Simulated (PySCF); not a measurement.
**The bond of GeP, level by level**

An exercise on one series of results from a longer session: the logs are not shown, and one member is left open.

Computed with PySCF 2.14.0. Level: Ge def2-SVP, P def2-SVP, no relativity.

Set-up of the first run:

Settings of the job:

* atoms: Ge, P
* charge: 0
* basis: Ge def2-SVP, P def2-SVP
* Hamiltonian: no relativity
* basis functions: 50
* electrons treated: 47
* masses in u: 73.9212, 30.9738
* levels: PBE0, PBE, r²SCAN, M06, PW91, BLYP, HF, MP2, SCS-MP2, CCSD, CCSD(T)
* grid: 80 radial by 434 angular points
* occupations: held fixed by the projection of orbital angular momentum
* dissociation limit: Ge + P, each in its ground configuration
* starting distance in angstrom: 2.225
* values of 2S to try: 1, 3, 5

Launch:

```bash
$ OMP_NUM_THREADS=1 python dia.py task.json out
```

Among the steps run: Input; First curve: PBE0; Higher solutions at PBE0; PBE (GGA); r²SCAN; M06 (hybrid meta-GGA); PW91 (GGA); BLYP (GGA); ROHF; Adding correlation.

One of the session's tables, all rows but one given; the rest of the session is left out.

Energy (eV) from each level's lowest point:

| R (Å) | ROHF | ROHF-MP2 | ROHF-SCS-MP2 | ROHF-CCSD | ROHF-CCSD(T) |
| --- | --- | --- | --- | --- | --- |
| 1.850 | 1.264 | 1.417 | 1.429 | n/a | n/a |
| 1.936 | 0.512 | 0.637 | 0.645 | 0.656 | 0.710 |
| 2.022 | 0.120 | 0.204 | 0.209 | 0.215 | 0.249 |
| 2.087 | 0.003 | 0.048 | 0.050 | 0.053 | 0.071 |
| 2.151 | 0.000 | 0.000 | 0.000 | 0.000 | 0.000 |
| 2.216 | 0.085 | 0.035 | 0.033 | 0.030 | 0.010 |
| 2.302 | ? | ? | ? | ? | ? |
| 2.409 | 0.674 | 0.460 | 0.445 | 0.427 | 0.341 |
| 2.538 | 1.214 | 0.879 | 0.852 | 0.813 | 0.682 |
| 2.710 | 1.993 | 1.480 | 1.439 | n/a | n/a |

Q: Estimate the row for R (Å) = 2.302 from the others.

Worked estimate for «ROHF». A straight line through the neighbours (2.216, 0.085) and (2.409, 0.674) gives 0.085 + (0.674 − 0.085) × (2.302 − 2.216) / (2.409 − 2.216) = 0.347; a parabola fitted to 4 rows on both sides gives 0.312.

As computed: ROHF: 0.299; ROHF-MP2: 0.178; ROHF-SCS-MP2: 0.171; ROHF-CCSD: 0.163; ROHF-CCSD(T): 0.115. In «ROHF» the line misses by +0.048 and the parabola by +0.013.
